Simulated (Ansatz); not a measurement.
**CH4MgOS: rigid scan of one bond length in Python**

How does the energy of CH4MgOS change as one bond is stretched? A script is to give a rigid scan of one bond length; the system is CH4MgOS.

Computed with the Python package of Ansatz 0.2.0. Level of theory: PBE/6-31G*.

### Step 1. The structure

Bond lengths: C1–S2 1.748 Å, S2–Mg3 2.445 Å, Mg3–O4 1.946 Å, C1–H5 1.143 Å, C1–H6 1.106 Å, C1–H7 1.119 Å, O4–H8 1.025 Å. Angles: C1–S2–Mg3 90.8°, S2–C1–H5 112.0°, S2–C1–H6 114.1°, S2–C1–H7 111.2°, H5–C1–H6 105.1°, H5–C1–H7 105.6°, H6–C1–H7 108.3°, S2–Mg3–O4 176.7°, Mg3–O4–H8 102.0°.

The script holds or builds the structure itself.

### Step 2. The script

run_scan.py reads:

```python
import ansatz as az
import matplotlib.pyplot as plt
import numpy as np

params = {
    "basis": "6-31G*",
    "functional": "pbe",
}

GEOMETRY = """
C     0.19700    1.50890   -0.34190
S     1.59640    0.76540    0.39700
Mg    0.43310   -1.38130    0.52160
O    -0.39360   -3.13900    0.64410
H     0.36940    2.61600   -0.56940
H    -0.09560    1.05870   -1.30910
H    -0.68770    1.47680    0.34280
H    -1.32680   -2.96260    0.25910
"""


def main() -> None:
    ch4mgos = az.Crystal.molecule()
    for line in GEOMETRY.strip().splitlines():
        symbol, *xyz = line.split()
        ch4mgos = ch4mgos.atom(symbol, [float(v) for v in xyz])

    symbols = [site.symbol for site in ch4mgos.cartesian_sites]
    start = np.array([site.position_ang for site in ch4mgos.cartesian_sites])
    axis = (start[7] - start[3]) / np.linalg.norm(start[7] - start[3])
    moving = [7]
    lengths, energies = [0.902, 0.943, 0.984, 1.025, 1.066, 1.107, 1.148, 1.209], []
    for length in lengths:
        xyz = start.copy()
        xyz[moving] += (length - np.linalg.norm(start[7] - start[3])) * axis
        point = az.Crystal.molecule()
        for symbol, place in zip(symbols, xyz):
            point = point.atom(symbol, place.tolist())
        job = (
            point.calculation()
            .basis(gaussian=params["basis"])
            .functional(params["functional"])
        )
        summary = job.run(threads=1).report
        energies.append(summary["free_energy_ev"])
        print(f"r = {length:6.3f} A  E = {energies[-1]:.5f} eV  <S^2> = {abs(summary['mean_field']['state']['spin_squared']):.3f}")

    fit = np.polynomial.Polynomial.fit(lengths, np.array(energies) - min(energies), 4).convert()
    roots = [r.real for r in fit.deriv().roots() if abs(r.imag) < 1e-9 and fit.deriv(2)(r.real) > 0]
    r_e = min(roots, key=lambda r: abs(r - lengths[int(np.argmin(energies))]))
    print(f"minimum of the fit at {r_e:.4f} A, force constant {fit.deriv(2)(r_e):.2f} eV/A^2")
    plt.figure(figsize=(4.5, 3))
    plt.plot(lengths, np.array(energies) - min(energies), "o-")
    plt.xlabel("bond length (A)")
    plt.ylabel("E - E(min) (eV)")
    plt.tight_layout()
    plt.savefig("scan.png", dpi=100)


if __name__ == "__main__":
    main()
```

### Step 3. The input behind the calls

The engine receives this input (first run):

```yaml
crystal:
  periodic: [false, false, false]
  atoms:
    - { symbol: C, position_ang: [0.197, 1.5089, -0.3419] }
    - { symbol: S, position_ang: [1.5964, 0.7654, 0.397] }
    - { symbol: Mg, position_ang: [0.4331, -1.3813, 0.5216] }
    - { symbol: O, position_ang: [-0.3936, -3.139, 0.6441] }
    - { symbol: H, position_ang: [0.3694, 2.616, -0.5694] }
    - { symbol: H, position_ang: [-0.0956, 1.0587, -1.3091] }
    - { symbol: H, position_ang: [-0.6877, 1.4768, 0.3428] }
    - { symbol: H, position_ang: [-1.2149805075709437, -2.9837369036267525, 0.3052321309314045] }
basis:
  gaussian:
    orbitals: "6-31G*"
hamiltonian:
  xc: pbe
```

### Step 4. Launch

Command:

```sh
> python run_scan.py
```

Without the output at hand: what should come out? Wanted: range of energy; lowest point, distance.

The runs gave:

```
                        quantity     value
bond length at the fit's minimum  0.9818 Å
                   runs compared         8
                 range of energy  0.724 eV
      lowest point, distance (Å)      0.98
```

In words: The curve has its lowest point inside the range, at 0.98. The ends stand 0.176 and 0.724 eV above it. The distance scanned is the script's pair 3, 7. What to keep in mind:
- The rest of the molecule is held rigid at a force-field or estimated start geometry, and the basis set is modest; single-reference methods fail as a bond breaks.
- The orbitals are restricted, so S² is zero by construction.
